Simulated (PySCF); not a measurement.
# C2H7FOSi2: the cost of one run

The runs use PySCF 2.14.0, with density-fitted response routines of our own; the level of theory stands in each step. All values are computed, except where a source is named. Atoms count from 0, in the outputs and in this text.

## Step 1: Starting geometry

13 atoms, charge 0, multiplicity 1; geometry from: GFN2-xTB. The atoms were then displaced at random by about 0.01 Å, so the start is not that level's minimum.

Bonds of the start (Å): O0–Si1 1.62, Si1–C2 1.91, C2–Si3 1.95, Si3–C4 1.96, C4–F5 1.39, C4–Si1 1.94, O0–H6 0.93, Si1–H7 1.45, C2–H8 1.06, C2–H9 1.09, Si3–H10 1.43, Si3–H11 1.45, C4–H12 1.09.

## Step 2: Optimising the geometry at PBE0-D3(BJ)/def2-SVP

Job settings and geometry (Å):

```
{"job": {"xc": "PBE0", "basis": "def2-SVP", "d3": "d3bj", "grid": 1, "shake": 0.01, "kind": "geom"}, "charge": 0, "multiplicity": 1}
O     -2.190530    -0.627250    -0.602770
Si    -1.182260     0.428460     0.092820
C      0.278910     0.968880    -1.016690
Si     1.584020    -0.151210    -0.090060
C      0.122640    -0.517630     1.164950
F     -0.180640    -1.865930     1.341110
H     -2.061420    -1.544760    -0.524930
H     -1.981770     1.459920     0.721990
H      0.178980     0.767340    -2.048660
H      0.533370     2.026630    -0.922710
H      2.701880     0.517950     0.505760
H      1.947550    -1.358270    -0.807500
H      0.255090    -0.121010     2.176360
```

Command:

```
OMP_NUM_THREADS=1 python probes_run.py task.json out
```

This one command runs all jobs of the session in turn.

Q: Estimate the wall time and peak memory of this first job on 1 thread of Arm Neoverse V1, shared host.

About 2.8 min, with a peak of 0.51 GiB.
